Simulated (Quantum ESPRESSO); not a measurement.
A run of Quantum ESPRESSO 7.5:

Contents of pw.in:

```
&CONTROL
  calculation = 'scf'
  prefix = 'pwscf'
  outdir = './tmp'
  pseudo_dir = './pseudo'
  tprnfor = .true.
  tstress = .true.
  disk_io = 'nowf'
/
&SYSTEM
  ibrav = 0
  A = 6.35311108
  nat = 4
  ntyp = 2
  ecutwfc = 56
  ecutrho = 448
  nbnd = 29
  occupations = 'smearing'
  smearing = 'fd'
  degauss = 0.00367493
/
&ELECTRONS
  conv_thr = 8d-10
  electron_maxstep = 120
  mixing_beta = 0.3
/
ATOMIC_SPECIES
Ta   180.9479 ta_pbesol_v1.uspp.F.UPF
As    74.9216 as_pbesol_v1.uspp.F.UPF
CELL_PARAMETERS alat
  -0.2710189292    0.2710189292    0.9236327623
   0.2710189292   -0.2710189292    0.9236327623
   0.2710189292    0.2710189292   -0.9236327623
ATOMIC_POSITIONS alat
Ta     0.0000000000    0.0000000000    0.9235723567
Ta     0.2710189292    0.0000000000    0.4617559756
As     0.0000000000    0.0000000000    0.1526434665
As     0.0000000000    0.2710189292    0.6144598477
K_POINTS automatic
11 11 11 0 0 0
HUBBARD {ortho-atomic}
U Ta-5d 4.0
```

Potentials or basis: GBRV 1.5 PBEsol.

Run with:

```sh
$ OMP_NUM_THREADS=1 mpirun -n 2 pw.x -nk 2 -in pw.in > pw.out
```

Hardware: 2 MPI ranks on Intel(R) Xeon(R) Platinum 8259CL CPU @ 2.50GHz (Skylake/Cascade Lake) (shared host).

Estimate the wall time of this run.

Wall time 6.1 min on 2 MPI ranks on Intel(R) Xeon(R) Platinum 8259CL CPU @ 2.50GHz (Skylake/Cascade Lake), on a shared host, peak memory 0.94 GiB a rank. Counts: scf iterations 12, k pools 2, bands 29, k points 126, g dense 75079.
